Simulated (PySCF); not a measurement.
# InGe+: bond curves at several levels of theory

Aim: find the lowest electronic state of InGe+, scan its bond at several levels of theory, and get bond length, wavenumber and dissociation energy from each curve.

Method: In cc-pVDZ-PP with ECP28, Ge cc-pVDZ-PP with ECP10, scalar-relativistic core potentials; program: PySCF 2.14.0.

## Step 1: Set-up

The job is set up so:

| Property | Result |
| --- | --- |
| atoms | In, Ge |
| charge | 1 |
| basis | In cc-pVDZ-PP with ECP28, Ge cc-pVDZ-PP with ECP10 |
| Hamiltonian | scalar-relativistic core potentials |
| basis functions | 46 |
| electrons treated | 42 |
| masses in u | 114.9039, 73.9212 |
| levels | PBE0, PBE, r²SCAN, PBEsol, MN15, TPSSh, HF, MP2, SCS-MP2, CCSD, CCSD(T) |
| grid | 80 radial by 434 angular points |
| occupations | held fixed by the projection of orbital angular momentum |
| dissociation limit | In+ + Ge, each in its ground configuration |
| starting distance in angstrom | 2.650 |
| values of 2S to try | 0, 2 |

Command:

```console
$ OMP_NUM_THREADS=1 python dia.py task.json out
```

After this run come: The PBE0 curve of the state that the search chose; Excited determinants; PBE (GGA); r²SCAN (meta-GGA); PBEsol (GGA); MN15 (hybrid meta-GGA); TPSSh; UHF (mean field); Adding correlation.

Before running it: what results should come out? Wanted: for each run, Re; ωe; De; μ.

As calculated:

Lowest PBE0 solution found, without spin–orbit coupling: ³Π (triplet), unpaired electrons σ ↑, π ↑. State 2 has its PBE0 minimum 0.24 eV higher, as a spin-mixed determinant (⟨S²⟩ = 1.01), so this is no gap between pure states. The other levels ran on the lowest alone.

| level | Re (Å) | ωe (cm⁻¹) | De (eV) | μ (D) |
| --- | --- | --- | --- | --- |
| UHF | 3.356 | 71.7 | 0.418 | -1.83 |
| UHF-MP2 | 3.193 | 85.8 | 0.58 | n/a |
| UHF-SCS-MP2 | 3.241 | 80.6 | 0.52 | n/a |
| UHF-CCSD | 3.213 | 85.5 | 0.56 | n/a |
| UHF-CCSD(T) | 3.187 | 88.4 | 0.59 | n/a |
| PBE | 3.138 | 92.6 | 0.93 | -0.29 |
| PBEsol | 3.061 | 100.7 | 1.02 | -0.11 |
| r²SCAN | 3.097 | 95.2 | 0.87 | -0.42 |
| TPSSh | 3.120 | 93.0 | 0.84 | -0.56 |
| PBE0 | 3.117 | 94.6 | 0.83 | -0.57 |
| MN15 | 3.170 | 92.5 | 0.90 | -0.50 |

De is counted to In+ + Ge in their ground configurations. A positive dipole points from In to Ge; in an ion it is taken about the centre of mass and does not tell which atom is negative.

**Reading.** Bond lengths run from 3.061 Å (PBEsol) to 3.356 Å (UHF). CCSD(T) can't serve as the judge here: for a weak bond in this basis it is far from its limit. Among the levels with a De in the table, it runs from 0.418 eV (UHF) to 1.02 eV (PBEsol).

Correlated steps freeze 8 core orbitals. Spin–orbit coupling is left out, which matters for elements this heavy, above all for dissociation energies.
